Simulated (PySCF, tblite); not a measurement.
# B₃H₁₂O₂P₃Si, a cluster model of a defect (BP 3-ring): infrared bands, NMR shifts and electronic excitations, part 2 of 2

tblite 0.8.0 and PySCF 2.14.0. Atoms count from 0, parts from 1. Earlier steps stand in the parts before.

### Step 4. Nuclear shieldings: PBE0/pcSseg-1

What the job is given:

```
{"job": {"kind": "nmr", "xc": "PBE0", "basis": "pcSseg-1"}, "charge": 0, "multiplicity": 1}
P      1.499491     0.941741    -0.679632
B      1.596061    -0.983790    -0.607384
P     -0.240344    -1.638196    -0.683568
B     -1.722071    -0.490819    -1.174087
P     -1.506437     1.202976    -0.248096
B      0.205333     1.720033     0.566338
O      0.372171     0.940950     1.755766
Si    -0.635725    -0.249741     2.153187
O      0.175465    -1.049350     3.307659
H      2.765753     1.484476    -0.503080
H      1.310070     1.422999    -1.972332
H      2.086965    -1.280463     0.436574
H      2.199085    -1.393075    -1.547097
H     -0.517636    -2.509179     0.358976
H     -0.242884    -2.640419    -1.652831
H     -1.591327    -0.264243    -2.341454
H     -2.759233    -0.993007    -0.896968
H     -1.817538     2.196389    -1.189513
H     -2.558979     1.527529     0.596545
H      0.316939     2.892574     0.720363
H      1.064840    -0.837388     3.600635
```

With the program's defaults for keys left out, this is: GIAO PBE0/pcSseg-1 NMR shielding, non-relativistic, gas phase.

What it wrote:

```text
coarse grid: 19368 points
cycle   1  E = -1544.7252285569  dE =  1.315e+00  |g| = 1.062e+00  |ddm| = 4.342e+00
cycle   2  E = -1544.2915511175  dE =  4.337e-01  |g| = 1.814e+00  |ddm| = 3.325e+00
cycle   3  E = -1544.9414718882  dE = -6.499e-01  |g| = 2.383e-01  |ddm| = 2.644e+00
cycle   4  E = -1544.9520527033  dE = -1.058e-02  |g| = 1.070e-01  |ddm| = 3.361e-01
cycle   5  E = -1544.9539910746  dE = -1.938e-03  |g| = 3.384e-02  |ddm| = 9.952e-02
cycle   6  E = -1544.9542382912  dE = -2.472e-04  |g| = 6.325e-03  |ddm| = 3.476e-02
cycle   7  E = -1544.9542489345  dE = -1.064e-05  |g| = 1.727e-03  |ddm| = 1.059e-02
cycle   8  E = -1544.9542498429  dE = -9.084e-07  |g| = 4.199e-04  |ddm| = 3.324e-03
final grid: 168208 points
cycle   9  E = -1545.0256219447  dE = -5.803e-05  |g| = 9.969e-03  |ddm| = 4.514e-02
cycle  10  E = -1545.0256126009  dE =  9.344e-06  |g| = 1.268e-02  |ddm| = 1.924e-02
cycle  11  E = -1545.0256430621  dE = -3.046e-05  |g| = 2.168e-03  |ddm| = 1.231e-02
cycle  12  E = -1545.0256440397  dE = -9.776e-07  |g| = 2.783e-04  |ddm| = 2.556e-03
cycle  13  E = -1545.0256440473  dE = -7.657e-09  |g| = 2.212e-04  |ddm| = 4.594e-04
cycle  14  E = -1545.0256440563  dE = -8.928e-09  |g| = 2.570e-05  |ddm| = 1.903e-04
cycle  15  E = -1545.0256440564  dE = -1.692e-10  |g| = 8.759e-06  |ddm| = 4.746e-05
converged SCF energy = -1545.0256440564

GIAO shielding tensors (ppm)
atom      isotropic    diamagn.    paramagn.     s11        s22        s33       span
  0 P      471.519     968.653    -497.134    395.885    488.151    530.520    134.635
  1 B      154.891     192.728     -37.837    148.036    152.943    163.694     15.658
  2 P      488.473     966.425    -477.952    381.844    529.643    553.932    172.088
  3 B      150.378     191.708     -41.330    147.033    148.131    155.969      8.936
  4 P      480.227     966.759    -486.533    387.904    513.124    539.653    151.749
  5 B      123.196     189.617     -66.422    107.658    115.775    146.155     38.497
  6 O      121.944     401.352    -279.407   -195.570    263.763    297.640    493.210
  7 Si     280.893     878.994    -598.101     96.918    314.734    431.027    334.109
  8 O      187.651     390.762    -203.111     31.885    233.069    297.998    266.113
  9 H       28.018      30.333      -2.315     23.739     23.913     36.403     12.663
 10 H       28.421      31.369      -2.948     24.187     25.520     35.556     11.369
 11 H       30.327      30.171       0.156     27.318     28.079     35.585      8.267
 12 H       30.077      29.290       0.787     24.911     28.786     36.535     11.624
 13 H       27.667      30.041      -2.374     22.362     25.761     34.879     12.517
 14 H       27.718      29.529      -1.810     23.056     23.845     36.254     13.198
 15 H       30.343      29.241       1.102     25.874     29.132     36.023     10.149
 16 H       30.098      28.107       1.991     25.367     28.592     36.336     10.970
 17 H       28.013      30.339      -2.327     23.344     24.832     35.862     12.518
 18 H       27.327      30.055      -2.728     22.403     24.671     34.907     12.504
 19 H       27.792      29.633      -1.840     25.236     26.040     32.102      6.865
 20 H       26.702      32.127      -5.425     19.657     21.922     38.525     18.868
```

Wall time 55 s (1 thread of Intel Xeon 6975P-C, shared host); peak memory 1.1 GiB.

The references, computed at this level on geometries of the same kind, shield at (ppm): $^{1}$H TMS 31.72, $^{29}$Si TMS 349.2, $^{17}$O H2O 336.1, $^{31}$P H3PO4 318.4, $^{11}$B BF3·OEt2 100.1. Their shielding less the atom's gives the shift. The references are single molecules in the gas phase, so shifts against H2O, NH3, PH3, H3PO4 or CFCl3 are not on the usual liquid scales and can be off by tens of ppm.

```csv
atoms,environment,σ (ppm),δ (ppm)
H20,hydrogen on an oxygen bonded to Si,26.70,5.02
H18,hydrogen on a phosphorus bonded to 2 B,27.33,4.39
H13,hydrogen on a phosphorus bonded to 2 B,27.67,4.05
H14,hydrogen on a phosphorus bonded to 2 B,27.72,4.00
H19,"hydrogen on a boron bonded to O, 2 P",27.79,3.92
H17,hydrogen on a phosphorus bonded to 2 B,28.01,3.70
H9,hydrogen on a phosphorus bonded to 2 B,28.02,3.70
H10,hydrogen on a phosphorus bonded to 2 B,28.42,3.30
H12,hydrogen on a boron bonded to 2 P,30.08,1.64
H16,hydrogen on a boron bonded to 2 P,30.10,1.62
H11,hydrogen on a boron bonded to 2 P,30.33,1.39
H15,hydrogen on a boron bonded to 2 P,30.34,1.37
P0,"phosphorus bonded to 2 B, 2 H",471.5,-153.1
P4,"phosphorus bonded to 2 B, 2 H",480.2,-161.9
P2,"phosphorus bonded to 2 B, 2 H",488.5,-170.1
B5,"boron bonded to O, 2 P, H",123.2,-23.1
B3,"boron bonded to 2 P, 2 H",150.4,-50.3
B1,"boron bonded to 2 P, 2 H",154.9,-54.8
O6,"oxygen bonded to B, Si",121.9,214.1
O8,"oxygen bonded to Si, H",187.7,148.4
Si7,silicon bonded to 2 O,280.9,68.3
```

The run also stored atomic charges by several schemes (e):

```csv
atoms,Mulliken,IAO,Hirshfeld,ESP fit
P0,0.02,0.56,0.23,0.04
B1,-0.38,-0.67,-0.13,-0.10
P2,-0.11,0.57,0.22,0.16
B3,-0.30,-0.65,-0.13,-0.34
P4,-0.14,0.51,0.20,0.13
B5,0.12,-0.24,-0.02,-0.02
O6,-0.64,-0.68,-0.28,-0.19
Si7,0.64,0.79,0.31,0.24
O8,-0.54,-0.74,-0.31,-0.54
```

Mayer bond orders: P0–B1 0.84, B1–P2 0.81, P2–B3 0.82, B3–P4 0.79, P4–B5 0.82, B5–O6 0.87, O6–Si7 1.03, Si7–O8 1.09, B5–P0 0.79.

Ring of atoms P0, B1, P2, B3, P4, B5: NICS(0) -2.1, NICS(1) -3.1, NICS(1)zz 0.9 ppm (means of both faces).

### Step 5. TDDFT and polarisability: B3LYP/def2-SVP

The job, as its differences from that of step 4:

```diff
@@ -1,2 +1,2 @@
-{"job": {"kind": "nmr", "xc": "PBE0", "basis": "pcSseg-1"}, "charge": 0, "multiplicity": 1}
+{"job": {"kind": "uv", "xc": "B3LYP", "basis": "def2-SVP", "nstates": 6, "ntriplets": 2, "ip": false}, "charge": 0, "multiplicity": 1}
 P      1.499491     0.941741    -0.679632
```

With the program's defaults for keys left out, this is: TDDFT B3LYP/def2-SVP, vertical, gas phase, core orbitals frozen in the response.

What it wrote:

```text
coarse grid: 19368 points
cycle   1  E = -1544.9056960738  dE =  1.238e+00  |g| = 1.114e+00  |ddm| = 4.655e+00
cycle   2  E = -1544.2377533714  dE =  6.679e-01  |g| = 2.099e+00  |ddm| = 4.062e+00
cycle   3  E = -1545.1547226837  dE = -9.170e-01  |g| = 2.660e-01  |ddm| = 3.235e+00
cycle   4  E = -1545.1680331066  dE = -1.331e-02  |g| = 1.410e-01  |ddm| = 4.435e-01
cycle   5  E = -1545.1716596291  dE = -3.627e-03  |g| = 4.267e-02  |ddm| = 1.482e-01
cycle   6  E = -1545.1720937006  dE = -4.341e-04  |g| = 8.061e-03  |ddm| = 5.062e-02
cycle   7  E = -1545.1721130564  dE = -1.936e-05  |g| = 2.058e-03  |ddm| = 1.339e-02
cycle   8  E = -1545.1721143987  dE = -1.342e-06  |g| = 4.894e-04  |ddm| = 4.190e-03
final grid: 168208 points
cycle   9  E = -1545.3722983392  dE = -4.286e-05  |g| = 1.782e-03  |ddm| = 4.854e-02
cycle  10  E = -1545.3722986227  dE = -2.835e-07  |g| = 1.600e-03  |ddm| = 5.932e-03
cycle  11  E = -1545.3722994768  dE = -8.541e-07  |g| = 3.703e-04  |ddm| = 2.853e-03
cycle  12  E = -1545.3722995125  dE = -3.567e-08  |g| = 1.844e-04  |ddm| = 7.548e-04
cycle  13  E = -1545.3722995192  dE = -6.758e-09  |g| = 7.140e-05  |ddm| = 3.063e-04
cycle  14  E = -1545.3722995203  dE = -1.022e-09  |g| = 1.527e-05  |ddm| = 8.552e-05
cycle  15  E = -1545.3722995203  dE = -6.094e-11  |g| = 4.926e-06  |ddm| = 2.694e-05
converged SCF energy = -1545.3722995203

Static polarisability (au): isotropic 136.182, principal 132.192 136.239 140.115

Singlet excitations
state   eV       nm        f      main configurations
  1   4.5796    270.7   0.08408   H->L 0.92
  2   5.2862    234.5   0.02972   H->L+1 0.85, H-1->L 0.12
  3   5.4585    227.1   0.07635   H-1->L 0.83, H->L+1 0.11
  4   5.6706    218.6   0.03802   H-2->L 0.93
  5   6.0597    204.6   0.00166   H-1->L+1 0.86, H->L+3 0.11
  6   6.1171    202.7   0.00420   H->L+3 0.59, H->L+2 0.19, H-1->L+1 0.10

Triplet excitations (Tamm-Dancoff, eV): 3.1984 4.6346
```

Run time: 40 s. Hardware: 1 thread of Intel Xeon 6975P-C, shared host; peak memory 0.9 GiB.

Frontier orbitals and where they lie:

```csv
orbital,eV,atoms
HOMO−3,-8.49,"P2 20 %, B3 18 %, B1 14 %"
HOMO−2,-7.79,"P4 18 %, B5 16 %, B3 11 %"
HOMO−1,-7.49,"P0 22 %, O6 16 %, B5 16 %"
HOMO,-6.54,"Si7 61 %, O6 16 %, P4 5 %"
LUMO,-1.32,"Si7 56 %, P2 10 %, O6 7 %"
LUMO+1,-0.48,"Si7 20 %, P4 18 %, P0 14 %"
LUMO+2,0.42,"Si7 15 %, P4 14 %, P0 10 %"
```

With each of the 6 states as a Gaussian band of 0.4 eV half-width at 1/e, the curve within the window shown has maxima at 269 nm (ε 3,500), 226 nm (ε 5,300) L/(mol cm). Beyond the last state computed it falls off for lack of states. The curve at chosen wavelengths:

```tsv
nm	ε (L/mol/cm)
193	185
198	448
202	839
207	1661
212	2840
217	4108
221	4897
226	5304
231	5011
235	4427
240	3589
245	2958
250	2714
254	2784
259	3065
264	3359
269	3491
273	3420
278	3119
283	2649
287	2216
292	1679
297	1204
302	821
306	586
311	371
```

Ground-state properties from the same run:

```csv
property,computed
dipole moment (D),1.51
polarisability (Å³),20.18
HOMO–LUMO gap (eV),5.22
−ε(HOMO) (eV),6.54
```

### Step 6. TDDFT and polarisability: HF/STO-3G in benzene

The job, as its differences from that of step 5:

```diff
@@ -1,2 +1,2 @@
-{"job": {"kind": "uv", "xc": "B3LYP", "basis": "def2-SVP", "nstates": 6, "ntriplets": 2, "ip": false}, "charge": 0, "multiplicity": 1}
+{"job": {"kind": "uv", "xc": "HF", "basis": "STO-3G", "nstates": 6, "ntriplets": 4, "tda": false, "solvent": "benzene"}, "charge": 0, "multiplicity": 1}
 P      1.499491     0.941741    -0.679632
```

Level: TDDFT HF/STO-3G, vertical, IEF-PCM benzene (non-equilibrium linear response), core orbitals frozen in the response.

What it wrote:

```text
final grid: 168208 points
cycle   1  E = -1524.1217830704  dE =  1.280e+00  |g| = 6.619e-01  |ddm| = 5.348e+00
cycle   2  E = -1524.2827311304  dE = -1.609e-01  |g| = 2.412e-01  |ddm| = 1.344e+00
cycle   3  E = -1524.3022194961  dE = -1.949e-02  |g| = 5.131e-02  |ddm| = 3.648e-01
cycle   4  E = -1524.3034432303  dE = -1.224e-03  |g| = 1.238e-02  |ddm| = 1.086e-01
cycle   5  E = -1524.3035152116  dE = -7.198e-05  |g| = 2.963e-03  |ddm| = 2.441e-02
cycle   6  E = -1524.3035222164  dE = -7.005e-06  |g| = 8.792e-04  |ddm| = 8.027e-03
cycle   7  E = -1524.3035229550  dE = -7.387e-07  |g| = 1.835e-04  |ddm| = 2.975e-03
cycle   8  E = -1524.3035229880  dE = -3.294e-08  |g| = 4.279e-05  |ddm| = 6.054e-04
cycle   9  E = -1524.3035229899  dE = -1.930e-09  |g| = 8.394e-06  |ddm| = 1.695e-04
cycle  10  E = -1524.3035229900  dE = -7.822e-11  |g| = 1.732e-06  |ddm| = 3.116e-05
converged SCF energy = -1524.3035229900

Static polarisability (au): isotropic 73.160, principal 67.143 70.594 81.745

Singlet excitations
state   eV       nm        f      main configurations
  1   5.7277    216.5   0.07864   H->L 0.96
  2   8.8119    140.7   0.11065   H-1->L 0.74
  3   9.2735    133.7   0.00896   H-4->L 0.61, H-2->L 0.15
  4   9.9176    125.0   0.06624   H-2->L 0.54, H-4->L 0.27
  5  10.6906    116.0   0.31668   H->L+1 0.37, H-6->L 0.21, H-3->L 0.12
  6  10.8838    113.9   0.14913   H->L+1 0.38, H-6->L 0.17, H-3->L 0.10

Triplet excitations (Tamm-Dancoff, eV): 3.6804 7.2098 8.7400 8.9470
```

Run time: 5.1 s. Hardware: 1 thread of Intel Xeon 6975P-C, shared host; peak memory 0.64 GiB.

In short: HOMO -6.05 eV, LUMO 7.74 eV; lowest singlet 5.73 eV.

### Step 7. Run by run: electronic excitations

Excitations and ground-state properties, with basis size and wall time:

```csv
run,lowest singlet (eV),brightest (eV),f,gap (eV),α (Å³),μ (D),functions,time
B3LYP/def2-SVP,4.58,4.58,0.084,5.22,20.18,1.51,202,40 s
HF/STO-3G in benzene,5.73,10.69,0.317,13.79,10.84,2.23,73,5.1 s
```

### Step 8. Results

This closing draws on all 2 parts.

| quantity | value |
| --- | --- |
| strongest single infrared mode (GFN2-xTB) | 2312 cm⁻¹ |
| $^{1}$H shifts against TMS (PBE0/pcSseg-1) | 5.02, 4.39, 4.05, 4.00, 3.92, 3.70, 3.70, 3.30, 1.64, 1.62, 1.39, 1.37 ppm |
| $^{31}$P shifts against H3PO4 (PBE0/pcSseg-1) | -153.1, -161.9, -170.1 ppm |
| $^{11}$B shifts against BF3·OEt2 (PBE0/pcSseg-1) | -23.1, -50.3, -54.8 ppm |
| $^{17}$O shifts against H2O (PBE0/pcSseg-1) | 214.1, 148.4 ppm |
| $^{29}$Si shifts against TMS (PBE0/pcSseg-1) | 68.3 ppm |
| lowest singlet (B3LYP/def2-SVP) | 4.58 eV (271 nm), f = 0.084 |
| lowest triplet | 3.20 eV |
| range of the lowest singlet | 4.58 to 5.73 eV |

No mode is imaginary at GFN2-xTB; the softest lies at 38 cm⁻¹. At PBE0/pcSseg-1: Shielding is most anisotropic at O6 (span 493 ppm, paramagnetic term -279 ppm). The lowest singlet, at 4.58 eV, is HOMO→LUMO 0.92 and is bright. The lowest triplet lies 1.38 eV below the lowest singlet (triplets in Tamm-Dancoff, singlets in full TDDFT). The lowest singlet runs from 4.58 eV (B3LYP/def2-SVP) to 5.73 eV (HF/STO-3G in benzene), while the orbital gap spans 5.22 to 13.79 eV. A minimal basis can't describe excited states, so its value is no measure of the functional. The lowest state need not be the same one in every run. The runs solved for a few states only, so the brightest column depends on that window. A capped cluster stands for the solid here, so long-range fields and strain are missing, and bands or shifts of the capping hydrogens have no counterpart in it.
